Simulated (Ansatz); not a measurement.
# C3H9ClO2SeSi: up Jacob's ladder to CCSD(T)

The task here is to estimate one member of a computed series from the others.

Program: Ansatz 0.2.0, Gaussian basis. Level of theory: functionals in def2-TZVPP, the program's frozen cores in correlated methods. These are calculated values, not measurements.

Plan: LDA (SPW92), PBE-D4, revPBE-D4, BLYP-D4, r2SCAN-D4, B97M-V, PBE0-D4, B3LYP-D4, r2SCANh-D4, r2SCAN0-D4, HSE06-D4, BHLYP-D4, CAM-B3LYP-D4, LC-ωPBE, ωB97X-V, ωB97M-V, B2PLYP, PBE-QIDH; CCSD(T)/def2-SVP; CCSD(T)/def2-TZVPP; MP2/def2-QZVPP; extrapolation to the limit; RPA on PBE.

1 further run of the same task is left out (it didn't finish).

**Structure used throughout**

An earlier PBE0-D4 in a triple-zeta def2 set relaxation fixed the geometry.

SMILES `CO[Si](Cl)(OC)[Se]C`, 17 atoms, charge 0, spin multiplicity 1.

Atoms are counted from 1 here; the program's logs count them from 0.

Bond lengths: C1–O2 1.415 Å, C1–H9 1.094 Å, C1–H10 1.095 Å, C1–H11 1.091 Å, O2–Si3 1.629 Å, Si3–Cl4 2.050 Å, Si3–O5 1.621 Å, Si3–Se7 2.245 Å, O5–C6 1.414 Å, C6–H12 1.090 Å, C6–H13 1.093 Å, C6–H14 1.094 Å, Se7–C8 1.960 Å, C8–H15 1.088 Å, C8–H16 1.088 Å, C8–H17 1.088 Å. Angles: O2–C1–H9 111.0°, O2–C1–H10 111.3°, O2–C1–H11 107.9°, H9–C1–H10 108.6°, H9–C1–H11 108.9°, H10–C1–H11 109.2°, C1–O2–Si3 123.6°, O2–Si3–Cl4 102.8°, O2–Si3–O5 113.7°, O2–Si3–Se7 112.8°, Cl4–Si3–O5 110.7°, Cl4–Si3–Se7 112.7°, O5–Si3–Se7 104.4°, Si3–O5–C6 125.8°, O5–C6–H12 107.8°, O5–C6–H13 110.9°, O5–C6–H14 111.3°, H12–C6–H13 109.0° and more.

Set-up of the first run:

File in.yaml:

```yaml
crystal:
  periodic: [false, false, false]
  atoms:
    - {symbol: C, position_ang: [0.022535, 2.026420, -0.491235]}
    - {symbol: O, position_ang: [-0.331929, 1.040871, 0.459791]}
    - {symbol: Si, position_ang: [0.065199, -0.532620, 0.319833]}
    - {symbol: Cl, position_ang: [-0.797034, -1.367151, 1.981446]}
    - {symbol: O, position_ang: [1.663803, -0.802765, 0.306985]}
    - {symbol: C, position_ang: [2.554204, -0.548112, 1.375492]}
    - {symbol: Se, position_ang: [-0.671860, -1.448623, -1.593010]}
    - {symbol: C, position_ang: [-2.556841, -1.002675, -1.293165]}
    - {symbol: H, position_ang: [1.090425, 2.257453, -0.435935]}
    - {symbol: H, position_ang: [-0.211435, 1.699411, -1.509554]}
    - {symbol: H, position_ang: [-0.546132, 2.929078, -0.265162]}
    - {symbol: H, position_ang: [3.559615, -0.802747, 1.039855]}
    - {symbol: H, position_ang: [2.303345, -1.160225, 2.245996]}
    - {symbol: H, position_ang: [2.533519, 0.506196, 1.667232]}
    - {symbol: H, position_ang: [-2.927122, -1.531364, -0.417844]}
    - {symbol: H, position_ang: [-3.092050, -1.334721, -2.180519]}
    - {symbol: H, position_ang: [-2.677241, 0.071173, -1.170004]}
basis:
  gaussian: {orbitals: def2-TZVPP}
hamiltonian: {xc: lda}
output: {orbitals: {seedname: orbitals}}
```

Among the steps run: LDA; PBE-D4 (GGA); revPBE-D4 (GGA); BLYP-D4 (GGA); r2SCAN-D4 (meta-GGA); B97M-V (meta-GGA); PBE0-D4 (hybrid); B3LYP-D4 (hybrid); r2SCANh-D4 (hybrid); r2SCAN0-D4 (hybrid); HSE06-D4 (hybrid); BHLYP-D4 (hybrid); CAM-B3LYP-D4 (range-separated); LC-ωPBE (range-separated); ωB97X-V (range-separated); ωB97M-V (range-separated); B2PLYP (double hybrid); PBE-QIDH (double hybrid).

One table of the session follows, with a row left open; its other results are not shown here.

It belongs to the step «Orbital energies across the functionals». 

```
  functional  HOMO (eV)  gap (eV)
 LDA (SPW92)      -5.73      4.60
      PBE-D4      -5.58      4.66
   revPBE-D4      -5.53      4.70
     BLYP-D4      -5.40      4.60
   r2SCAN-D4      -5.84      5.19
      B97M-V      -5.94      5.24
     PBE0-D4      -6.74      6.72
    B3LYP-D4      -6.49      6.24
  r2SCANh-D4      -6.27      5.94
  r2SCAN0-D4      -6.91      7.06
    HSE06-D4      -6.34      5.95
    BHLYP-D4      -7.73      8.64
CAM-B3LYP-D4      -8.01      9.04
     LC-ωPBE      -9.38     11.61
     ωB97X-V          ?         ?
     ωB97M-V      -8.90     10.72
```

Q: Estimate the row for ωB97X-V from the others.

**Answer.** HOMO (eV): -9.04; gap (eV): 11.10. In the column «HOMO (eV)» it lies between LC-ωPBE (-9.38) and ωB97M-V (-8.90).
